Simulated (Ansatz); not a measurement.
# CH6O3Ti: a ladder of functionals and wavefunction methods

The task here is to estimate one member of a computed series from the others.

Program: Ansatz 0.2.0, Gaussian basis. Level of theory: functionals in def2-TZVPP, the program's frozen cores in correlated methods. These are calculated values, not measurements.

Levels to be run: LDA (SPW92), PBE-D4, revPBE-D4, BLYP-D4, r2SCAN-D4, B97M-V, PBE0-D4, B3LYP-D4, r2SCANh-D4, r2SCAN0-D4, HSE06-D4, BHLYP-D4, CAM-B3LYP-D4, LC-ωPBE, ωB97X-V, ωB97M-V, B2PLYP, PBE-QIDH; CCSD(T)/def2-SVP; CCSD(T)/def2-TZVPP; MP2/def2-QZVPP; extrapolation to the limit; RPA on PBE.

**Structure used throughout**

An earlier PBE0-D4 in a triple-zeta def2 set relaxation fixed the geometry.

SMILES `[CH3][Ti]([OH])([OH])[OH]`, 11 atoms, charge 0, spin multiplicity 1.

Atoms are counted from 1 here; the program's logs count them from 0.

Bond lengths: C1–Ti2 2.071 Å, C1–H6 1.093 Å, C1–H7 1.094 Å, C1–H8 1.094 Å, Ti2–O3 1.799 Å, Ti2–O4 1.792 Å, Ti2–O5 1.777 Å, O3–H9 0.957 Å, O4–H10 0.956 Å, O5–H11 0.953 Å. Angles: Ti2–C1–H6 109.3°, Ti2–C1–H7 110.2°, Ti2–C1–H8 109.6°, H6–C1–H7 109.3°, H6–C1–H8 109.3°, H7–C1–H8 109.0°, C1–Ti2–O3 105.6°, C1–Ti2–O4 105.2°, C1–Ti2–O5 104.6°, O3–Ti2–O4 110.9°, O3–Ti2–O5 113.8°, O4–Ti2–O5 115.7°, Ti2–O3–H9 132.4°, Ti2–O4–H10 139.4°, Ti2–O5–H11 155.9°.

Coordinates:

```mol
CH6O3Ti
  3D, bonds by distance, orders not assigned

 11 10  0  0  0  0  0  0  0  0999 V2000
   -1.5443    0.0180    0.0082 C   0  0
    0.5228    0.0383    0.1273 Ti  0  0
    0.9164   -0.5430    1.7835 O   0  0
    0.9885    1.7574   -0.0730 O   0  0
    1.0576   -1.0591   -1.1641 O   0  0
   -1.9584    0.6548    0.7947 H   0  0
   -1.8704    0.3893   -0.9676 H   0  0
   -1.9093   -1.0047    0.1407 H   0  0
    1.2015   -1.3929    2.1191 H   0  0
    1.1658    2.3846   -0.7719 H   0  0
    1.4950   -1.2997   -1.9762 H   0  0
  1  2  8  0
  2  3  8  0
  2  4  8  0
  2  5  8  0
  1  6  8  0
  1  7  8  0
  1  8  8  0
  3  9  8  0
  4 10  8  0
  5 11  8  0
M  END
```

The first run:

Contents of in.yaml:

```yaml
crystal:
  periodic: [false, false, false]
  atoms:
    - {symbol: C, position_ang: [-1.544300, 0.017953, 0.008221]}
    - {symbol: Ti, position_ang: [0.522813, 0.038310, 0.127296]}
    - {symbol: O, position_ang: [0.916402, -0.542999, 1.783509]}
    - {symbol: O, position_ang: [0.988519, 1.757446, -0.073016]}
    - {symbol: O, position_ang: [1.057641, -1.059057, -1.164054]}
    - {symbol: H, position_ang: [-1.958391, 0.654796, 0.794691]}
    - {symbol: H, position_ang: [-1.870394, 0.389279, -0.967583]}
    - {symbol: H, position_ang: [-1.909338, -1.004679, 0.140657]}
    - {symbol: H, position_ang: [1.201520, -1.392925, 2.119146]}
    - {symbol: H, position_ang: [1.165768, 2.384622, -0.771895]}
    - {symbol: H, position_ang: [1.494961, -1.299745, -1.976172]}
basis:
  gaussian: {orbitals: def2-TZVPP}
hamiltonian: {xc: lda}
output: {orbitals: {seedname: orbitals}}
```

Steps of the session up to this table: LDA; PBE-D4 (GGA); revPBE-D4 (GGA); BLYP-D4 (GGA); r2SCAN-D4 (meta-GGA); B97M-V (meta-GGA); PBE0-D4 (hybrid); B3LYP-D4 (hybrid); r2SCANh-D4 (hybrid); r2SCAN0-D4 (hybrid); HSE06-D4 (hybrid); BHLYP-D4 (hybrid); CAM-B3LYP-D4 (range-separated); LC-ωPBE-D4 (range-separated; the results give it without D4); ωB97X-V (range-separated); ωB97M-V (range-separated); B2PLYP (double hybrid); PBE-QIDH (double hybrid).

One table of the session follows, with a row left open; its other results are not shown here.

It belongs to the step «Frontier levels by functional». 

```
  functional  HOMO (eV)  gap (eV)
 LDA (SPW92)      -6.21      3.87
      PBE-D4      -6.06      3.96
   revPBE-D4      -6.00      3.99
     BLYP-D4      -5.95      3.93
   r2SCAN-D4      -6.37      4.41
      B97M-V      -6.47      4.52
     PBE0-D4          ?         ?
    B3LYP-D4      -7.28      5.97
  r2SCANh-D4      -6.91      5.38
  r2SCAN0-D4      -7.72      6.84
    HSE06-D4      -7.11      5.73
    BHLYP-D4      -8.86      9.11
CAM-B3LYP-D4      -8.95      9.11
     LC-ωPBE     -10.35     11.72
     ωB97X-V      -9.98     11.30
     ωB97M-V      -9.87     10.79
```

**Question.** Estimate the row for PBE0-D4.

**Answer.** HOMO (eV): -7.51; gap (eV): 6.53. In the column «HOMO (eV)» it lies between r2SCAN0-D4 (-7.72) and B3LYP-D4 (-7.28).
